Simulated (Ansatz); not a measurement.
# C2H6B2FN: a ladder of functionals and wavefunction methods

Aim: compute C2H6B2FN with functionals from several rungs and with coupled cluster, and see how far each lands from CCSD(T) at the basis-set limit for the atomisation energy.

The runs use Ansatz 0.2.0, Gaussian basis; functionals in def2-TZVPP, the program's frozen cores in correlated methods.

Levels to be run: PBE-D4, r2SCAN-D4, PBE0-D4, B3LYP-D4, ωB97X-V, ωB97M-V, B2PLYP; CCSD(T)/def2-TZVPP; MP2/def2-QZVPP; extrapolation to the limit.

### 1 Structure used throughout

An earlier PBE0-D4 in a triple-zeta def2 set relaxation fixed the geometry.

SMILES `BN=CBCF`, 12 atoms, charge 0, spin multiplicity 1.

Atoms are counted from 1 here; the program's logs count them from 0.

Bond lengths: B1–N2 1.342 Å, B1–H7 1.197 Å, B1–H8 1.197 Å, N2–C3 1.257 Å, C3–B4 1.561 Å, C3–H9 1.096 Å, B4–C5 1.552 Å, B4–H10 1.195 Å, C5–F6 1.389 Å, C5–H11 1.101 Å, C5–H12 1.101 Å. Angles: N2–B1–H7 118.6°, N2–B1–H8 118.6°, H7–B1–H8 122.8°, B1–N2–C3 178.8°, N2–C3–B4 121.4°, N2–C3–H9 118.0°, B4–C3–H9 120.7°, C3–B4–C5 122.5°, C3–B4–H10 119.2°, C5–B4–H10 118.3°, B4–C5–F6 114.9°, B4–C5–H11 109.9°, B4–C5–H12 109.9°, F6–C5–H11 108.2°, F6–C5–H12 108.2°, H11–C5–H12 105.2°.

### 2 PBE-D4 (GGA)

Input file in.yaml:

```yaml
crystal:
  periodic: [false, false, false]
  atoms:
    - {symbol: B, position_ang: [-2.465998, -0.995528, 1.027489]}
    - {symbol: N, position_ang: [-1.457975, -0.571722, 0.248721]}
    - {symbol: C, position_ang: [-0.499113, -0.169968, -0.458350]}
    - {symbol: B, position_ang: [0.842556, 0.303630, 0.184618]}
    - {symbol: C, position_ang: [2.043071, 0.800782, -0.663377]}
    - {symbol: F, position_ang: [1.833768, 0.792362, -2.036489]}
    - {symbol: H, position_ang: [-2.525215, -2.158556, 1.305444]}
    - {symbol: H, position_ang: [-3.269582, -0.194670, 1.410140]}
    - {symbol: H, position_ang: [-0.630777, -0.162149, -1.546503]}
    - {symbol: H, position_ang: [0.957992, 0.286077, 1.373796]}
    - {symbol: H, position_ang: [2.314967, 1.824307, -0.363618]}
    - {symbol: H, position_ang: [2.933104, 0.190336, -0.447772]}
basis:
  gaussian: {orbitals: def2-TZVPP}
hamiltonian: {xc: pbe, dispersion: d4}
output: {forces: true, orbitals: {seedname: orbitals}}
```

Run with:

```console
ansatz run in.yaml --threads 4 --pin off --events-out ev --progress --plain --max-ram 10444MiB
```

Further steps of the session: r2SCAN-D4 (meta-GGA); PBE0-D4 (hybrid); B3LYP-D4 (hybrid); ωB97X-V (range-separated); ωB97M-V (range-separated); B2PLYP (double hybrid); CCSD(T) in def2-TZVPP; MP2 in def2-QZVPP.

Before running them: what should the planned runs give, taken together? Wanted: atomisation energy, CCSD(T)/CBS; farthest; mean size of error, hybrid; mean size of error, range-separated; gap, smallest and largest; T1 diagnostic; triples share of the correlation energy.

**Answer**, as computed:

```
                               quantity                                value
        atomisation energy, CCSD(T)/CBS                        4657.5 kJ/mol
 functionals within 23.3 kJ/mol (0.5 %)                               B2PLYP
                               farthest               PBE-D4 (+192.1 kJ/mol)
             mean size of error, hybrid                          75.6 kJ/mol
    mean size of error, range-separated                          50.2 kJ/mol
              gap, smallest and largest  2.69 eV (PBE-D4), 9.48 eV (ωB97X-V)
                          T1 diagnostic                               0.0152
triples share of the correlation energy                                3.9 %
```

What this shows: PBE-D4 is off by +192.1 kJ/mol. Double hybrids carry the basis error of their MP2 part in triple zeta, and no dispersion term here, so their miss is partly the set-up's. Misses under about 23.3 kJ/mol are within the doubt on the reference itself, which lacks core-valence correlation, relativity and higher excitations. Hartree-Fock recovers 74 % of the binding; the rest is correlation. Orbital gaps span 2.7 to 9.5 eV; exact exchange widens them. The restricted reference is unstable towards a spin-broken one.
